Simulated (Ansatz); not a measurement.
# BrGaH₄OSi: one species, many methods

One table from this session's results is given with a row withheld; the runs are named, their logs left out.

The runs use Ansatz 0.2.0, Gaussian basis; functionals in def2-TZVPP, the program's frozen cores in correlated methods.

The runs, in order: LDA (SPW92), PBE-D4, revPBE-D4, BLYP-D4, r2SCAN-D4, B97M-V, PBE0-D4, B3LYP-D4, r2SCANh-D4, r2SCAN0-D4, HSE06-D4, BHLYP-D4, CAM-B3LYP-D4, LC-ωPBE, ωB97X-V, ωB97M-V, B2PLYP, PBE-QIDH; CCSD(T)/def2-SVP; CCSD(T)/def2-TZVPP; MP2/def2-QZVPP; extrapolation to the limit; RPA on PBE.

## Structure used throughout

The geometry comes from an earlier relaxation with PBE0-D4 in a triple-zeta def2 set; it is a stationary point, not always the lowest conformer.

SMILES `O[SiH2][GaH][Br]`, 8 atoms, charge 0, spin multiplicity 1.

Atoms are counted from 1 here; the program's logs count them from 0.

Bond lengths: O1–Si2 1.654 Å, O1–H5 0.959 Å, Si2–Ga3 2.403 Å, Si2–H6 1.492 Å, Si2–H7 1.492 Å, Ga3–Br4 2.312 Å, Ga3–H8 1.563 Å. Angles: Si2–O1–H5 117.9°, O1–Si2–Ga3 108.0°, O1–Si2–H6 111.5°, O1–Si2–H7 111.5°, Ga3–Si2–H6 109.5°, Ga3–Si2–H7 109.5°, H6–Si2–H7 106.8°, Si2–Ga3–Br4 111.7°, Si2–Ga3–H8 134.7°, Br4–Ga3–H8 113.6°.

Set-up of the first run:

Contents of in.yaml:

```yaml
crystal:
  periodic: [false, false, false]
  atoms:
    - {symbol: O, position_ang: [-0.433517, 1.838992, -0.502659]}
    - {symbol: Si, position_ang: [0.537416, 0.544236, -0.161089]}
    - {symbol: Ga, position_ang: [-0.877982, -1.319928, 0.383292]}
    - {symbol: Br, position_ang: [0.355179, -3.210448, 0.885115]}
    - {symbol: H, position_ang: [-0.010678, 2.665810, -0.740581]}
    - {symbol: H, position_ang: [1.404465, 0.189239, -1.322269]}
    - {symbol: H, position_ang: [1.447947, 0.830669, 0.985629]}
    - {symbol: H, position_ang: [-2.422829, -1.538569, 0.472563]}
basis:
  gaussian: {orbitals: def2-TZVPP}
hamiltonian: {xc: lda}
output: {orbitals: {seedname: orbitals}}
```

Started as:

```sh
$ ansatz run in.yaml --threads 4 --pin off --events-out ev --progress --plain --max-ram 10444MiB
```

Among the steps run: LDA; PBE-D4 (GGA); revPBE-D4 (GGA); BLYP-D4 (GGA); r2SCAN-D4 (meta-GGA); B97M-V (meta-GGA); PBE0-D4 (hybrid); B3LYP-D4 (hybrid); r2SCANh-D4 (hybrid); r2SCAN0-D4 (hybrid); HSE06-D4 (hybrid); BHLYP-D4 (hybrid); CAM-B3LYP-D4 (range-separated); LC-ωPBE (range-separated); ωB97X-V (range-separated); ωB97M-V (range-separated); B2PLYP (double hybrid); PBE-QIDH (double hybrid).

One of the session's tables, all rows but one given; the rest of the session is left out.

It belongs to the step «Frontier levels by functional». 

| functional | HOMO (eV) | LUMO (eV) | gap (eV) |
| --- | --- | --- | --- |
| LDA (SPW92) | -6.52 | -3.08 | 3.44 |
| PBE-D4 | -6.41 | -2.83 | 3.58 |
| revPBE-D4 | -6.36 | -2.72 | 3.64 |
| BLYP-D4 | -6.26 | -2.74 | 3.52 |
| r2SCAN-D4 | ? | ? | ? |
| B97M-V | -6.79 | -2.82 | 3.97 |
| PBE0-D4 | -7.55 | -2.08 | 5.46 |
| B3LYP-D4 | -7.33 | -2.31 | 5.02 |
| r2SCANh-D4 | -7.10 | -2.39 | 4.71 |
| r2SCAN0-D4 | -7.73 | -1.99 | 5.73 |
| HSE06-D4 | -7.16 | -2.45 | 4.71 |
| BHLYP-D4 | -8.56 | -1.32 | 7.25 |
| CAM-B3LYP-D4 | -8.80 | -1.16 | 7.65 |
| LC-ωPBE | -10.10 | -0.03 | 10.07 |
| ωB97X-V | -9.78 | -0.17 | 9.62 |
| ωB97M-V | -9.60 | -0.35 | 9.25 |

Estimate the missing values for r2SCAN-D4.

Worked estimate for «HOMO (eV)». Against the share of exact exchange, r2SCANh-D4 (0.1, -7.10), r2SCAN0-D4 (0.25, -7.73) give a slope of -4.20 per unit share; at 0 the line stands at -6.68.

**Answer.** HOMO (eV): -6.68; LUMO (eV): -2.67; gap (eV): 4.02. In «HOMO (eV)» the line misses by 0.00.
